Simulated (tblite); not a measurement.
# C7H15BFN: the cost of one run

Computed with tblite 0.8.0 and PySCF 2.14.0, with density-fitted response routines of our own, on a single molecule in the gas phase. Atoms are numbered from 0 throughout.

## Step 1: Starting geometry

25 atoms, charge 0, multiplicity 1; geometry from: force field or distance geometry start.

Bonds of the start (Å): C0–C1 1.33, C1–C2 1.50, C1–C3 1.49, C3–B4 1.57, B4–N5 1.53, N5–C6 1.48, C3–C7 1.49, C7–C8 1.34, C8–F9 1.36, C0–H10 1.12, C0–H11 1.08, C2–H12 1.11, C2–H13 1.11, C2–H14 1.11, C3–H15 1.15, B4–H16 1.18, B4–H17 1.20, N5–H18 1.04, N5–H19 1.04, C6–H20 1.08, C6–H21 1.11, C6–H22 1.13, C7–H23 1.08, C8–H24 1.10.

## Step 2: Optimising the geometry with GFN2-xTB

The job: settings as JSON, then the geometry in Å.

```
{"job": {"kind": "relax", "xc": "GFN2-xTB", "basis": "xTB"}, "charge": 0, "multiplicity": 1}
C     -1.484500    -1.630800    -0.337400
C     -1.483000    -0.514000     0.391300
C     -2.794600    -0.019900     0.926500
C     -0.247600     0.243800     0.721800
B      1.090200    -0.528500     0.446500
N      1.826500    -0.100600    -0.824100
C      3.223000    -0.511700    -0.583600
C     -0.280500     1.649700     0.229700
C     -1.195400     1.924600    -0.704900
F     -1.345100     3.161800    -1.241000
H     -2.461300    -2.131500    -0.536500
H     -0.601600    -2.077100    -0.758700
H     -3.558000    -0.170400     0.130300
H     -3.025100    -0.661300     1.799400
H     -2.659400     1.052200     1.191500
H     -0.277900     0.359300     1.866300
H      0.995600    -1.706300     0.464600
H      1.848400    -0.273400     1.347000
H      1.500300    -0.666500    -1.630800
H      1.806300     0.923700    -0.974000
H      3.803700    -0.535500    -1.496100
H      3.635800     0.196000     0.169900
H      3.172500    -1.531000    -0.104000
H      0.392600     2.406000     0.597900
H     -1.891700     1.165500    -1.082500
```

The run is started by

```
$ OMP_NUM_THREADS=1 python probes_run.py task.json out
```

The driver reads the jobs from task.json and runs them one after another.

**Question.** How long does this first job take on 1 thread of Arm Neoverse V1, shared host, and how much memory does it need?

About 1.4 s, with a peak of 0.18 GiB.
